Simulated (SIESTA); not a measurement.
HfIn4SiO6 in SIESTA: the effect of functional

The system is HfIn4SiO6.

```
Hf In Si O
1.0
     5.27743    0.00000    0.00000
    -2.63872    4.57039    0.00000
     0.00000    0.00000   10.55905
Hf In Si O
1 4 1 6
Cartesian
  2.6387 1.5234 0.0000
  0.0000 0.0000 3.2148
  0.0000 0.0000 7.3442
  0.0000 3.0469 8.3331
  0.0000 3.0469 2.2260
  0.0000 0.0000 0.0000
  3.2747 3.2219 9.5002
  1.4858 0.1234 1.0589
  0.8498 1.2250 9.5002
  2.0027 3.2219 1.0589
  3.7916 0.1234 9.5002
  4.4277 1.2250 1.0589
```

The cell was built by a generator and needn't be a form met in nature.

Alike in all runs:

* Program: SIESTA 5.4.2
* Task: band structure
* Basis: DZP (energy shift 0.003 Ry; two zetas on semicore shells)
* Grid cutoff: 800 Ry
* Energy shift: 0.003 Ry
* k mesh: 6 × 6 × 3
* Occupations: fermi-dirac, width 0.05 eV
* Spin: no spin polarisation

One run gave: gap on the mesh 0.08 eV; pressure -1.5 GPa; largest force 0.22 eV/Å. Which functional did it use?
A. RPBE
B. AM05
C. PBEsol
D. LDA
E. BLYP

B.

```csv
functional,potentials or basis,gap on the mesh (eV),pressure (GPa),largest force (eV/Å)
LDA,PseudoDojo 0.4 standard (LDA files),none,-4.6,0.48
PBEsol,PseudoDojo 0.4 standard (PBEsol files),none,-1.9,0.23
RPBE,PseudoDojo 0.4 standard (PBE files),none,3.0,0.26
BLYP,PseudoDojo 0.4 standard (PBE files),0.19,4.2,0.35
AM05,PseudoDojo 0.4 standard (PBEsol files),0.08,-1.5,0.22
```

Caveats: short orbitals over semicore shells can move pressures by several GPa; spin-orbit coupling is left out, which moves the levels of the heavy elements; the basis of atomic orbitals isn't converged, which shifts pressures, moduli and gaps; the potentials were made for another functional, which shifts forces and pressure (some runs).

A k mesh can miss the band edges.

A gap of «none» marks a metal or a gap under the smearing width.

Runs at the PBE level aren't shown here.
